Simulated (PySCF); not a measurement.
# C12H10Cl2Ti (TiPh2Cl2): the cost of one run

The runs use PySCF 2.14.0, with density-fitted response routines of our own; the level of theory stands in each step. All values are computed, except where a source is named. Atoms count from 0, in the outputs and in this text.

### Step 1. Starting geometry

25 atoms, charge 0, multiplicity 1; geometry from: GFN2-xTB. The atoms were then displaced at random by about 0.03 Å, so the start is not that level's minimum.

Bonds of the start (Å): Ti0–C1 1.99, Ti0–C12 1.89, Ti0–Cl23 2.27, Ti0–Cl24 2.13, C1–C2 1.39, C1–C6 1.40, C2–C3 1.41, C2–H7 1.12, C3–C4 1.41, C3–H8 1.12, C4–C5 1.34, C4–H9 1.14, C5–C6 1.38, C5–H10 1.12, C6–H11 1.08, C12–C13 1.43, C12–C17 1.41, C13–C14 1.43, C13–H18 1.10, C14–C15 1.45, C14–H19 1.00, C15–C16 1.37, C15–H20 1.05, C16–C17 1.43, C16–H21 1.01, C17–H22 1.08.

### Step 2. Geometry optimisation at PBE0-D3(BJ)/def2-SVP

The job: settings as JSON, then the geometry in Å.

```
{"job": {"xc": "PBE0", "basis": "def2-SVP", "d3": "d3bj", "grid": 1, "maxiter": 40, "shake": 0.03, "kind": "geom"}, "charge": 0, "multiplicity": 1}
Ti    -1.462860    -0.039520    -1.076190
C     -1.430060    -0.005400     0.915810
C     -1.388800     1.191500     1.630910
C     -1.204660     1.196000     3.033610
C     -1.372450    -0.032580     3.698550
C     -1.451830    -1.189900     3.021610
C     -1.435130    -1.199130     1.642140
H     -1.234760     2.170880     1.115980
H     -1.248300     2.135770     3.648910
H     -1.360170    -0.027490     4.840310
H     -1.510980    -2.151420     3.589820
H     -1.507440    -2.139020     1.124310
C      0.329560     0.047530    -1.664450
C      1.048510    -1.184020    -1.797250
C      2.405080    -1.248670    -2.244930
C      3.084510     0.012370    -2.477610
C      2.441980     1.213230    -2.326060
C      1.088440     1.219490    -1.874910
H      0.579780    -2.160230    -1.615890
H      2.850840    -2.140000    -2.369180
H      4.062310    -0.046050    -2.867970
H      2.979910     2.045240    -2.543450
H      0.640010     2.199030    -1.821080
Cl    -2.520460     1.836610    -1.786130
Cl    -2.493000    -1.740460    -1.826260
```

Launch:

```
OMP_NUM_THREADS=2 python probes_run.py task.json out
```

The driver reads the jobs from task.json and runs them one after another.

Q: Estimate the wall time and peak memory of this first job on 2 threads of Intel Xeon 6975P-C, shared host.

About 7.5 min, with a peak of 2.5 GiB.
